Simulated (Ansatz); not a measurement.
# CH3F3Ti: how energies converge with the basis set

An exercise on one series of results from a longer session: the logs are not shown, and one member is left open.

Computed with Ansatz 0.2.0, Gaussian basis. Level: one geometry, several basis sets.

Plan: PBE0-D4/def2-SVP; ωB97M-V/def2-SVP; PBE0-D4/def2-QZVPP; ωB97M-V/def2-QZVPP; the functionals' def2-TZVPP values are taken from earlier runs.

### Structure used throughout

The geometry comes from an earlier relaxation with PBE0-D4 in a triple-zeta def2 set; it is a stationary point, not always the lowest conformer.

SMILES `[CH3][Ti]([F])([F])[F]`, 8 atoms, charge 0, spin multiplicity 1.

Atoms are counted from 1 here; the program's logs count them from 0.

Bond lengths: C1–Ti2 2.036 Å, C1–H6 1.094 Å, C1–H7 1.094 Å, C1–H8 1.094 Å, Ti2–F3 1.750 Å, Ti2–F4 1.750 Å, Ti2–F5 1.750 Å. Angles: Ti2–C1–H6 109.1°, Ti2–C1–H7 109.1°, Ti2–C1–H8 109.1°, H6–C1–H7 109.8°, H6–C1–H8 109.8°, H7–C1–H8 109.8°, C1–Ti2–F3 105.8°, C1–Ti2–F4 105.8°, C1–Ti2–F5 105.8°, F3–Ti2–F4 112.9°, F3–Ti2–F5 112.9°, F4–Ti2–F5 112.9°.

Set-up of the first run:

The input, in.yaml:

```yaml
crystal:
  periodic: [false, false, false]
  atoms:
    - {symbol: C, position_ang: [-0.914706, -0.057978, 0.511517]}
    - {symbol: Ti, position_ang: [0.859808, 0.039435, -0.481815]}
    - {symbol: F, position_ang: [1.875645, -1.192013, 0.234394]}
    - {symbol: F, position_ang: [0.484821, -0.280446, -2.160629]}
    - {symbol: F, position_ang: [1.466132, 1.659253, -0.217395]}
    - {symbol: H, position_ang: [-1.344718, -1.054778, 0.378819]}
    - {symbol: H, position_ang: [-0.740740, 0.132912, 1.574261]}
    - {symbol: H, position_ang: [-1.594044, 0.696616, 0.105047]}
basis:
  gaussian: {orbitals: def2-SVP}
hamiltonian: {xc: pbe0, dispersion: d4}
output: {orbitals: {seedname: orbitals}}
```

Run with:

```console
$ ansatz run in.yaml --threads 4 --pin off --events-out ev --progress --plain --max-ram 10444MiB
```

Among the steps run: PBE0-D4 in def2-SVP; ωB97M-V in def2-SVP; PBE0-D4 in def2-QZVPP; ωB97M-V in def2-QZVPP.

One table of the session follows, with a row left open; its other results are not shown here.

It belongs to the step «Functionals by basis». 

```
functional       basis  HOMO (eV)  LUMO (eV)
   PBE0-D4    def2-SVP      -8.90      -2.54
   PBE0-D4  def2-TZVPP      -8.90      -2.48
   PBE0-D4  def2-QZVPP      -8.89      -2.47
   ωB97M-V    def2-SVP          ?          ?
   ωB97M-V  def2-TZVPP     -11.23      -0.09
   ωB97M-V  def2-QZVPP     -11.22      -0.08
```

Estimate the missing values for ωB97M-V, def2-SVP.

The run gave: HOMO (eV): -11.20; LUMO (eV): -0.11. In the column «HOMO (eV)» it lies between ωB97M-V, def2-QZVPP (-11.22) and PBE0-D4, def2-SVP (-8.90).
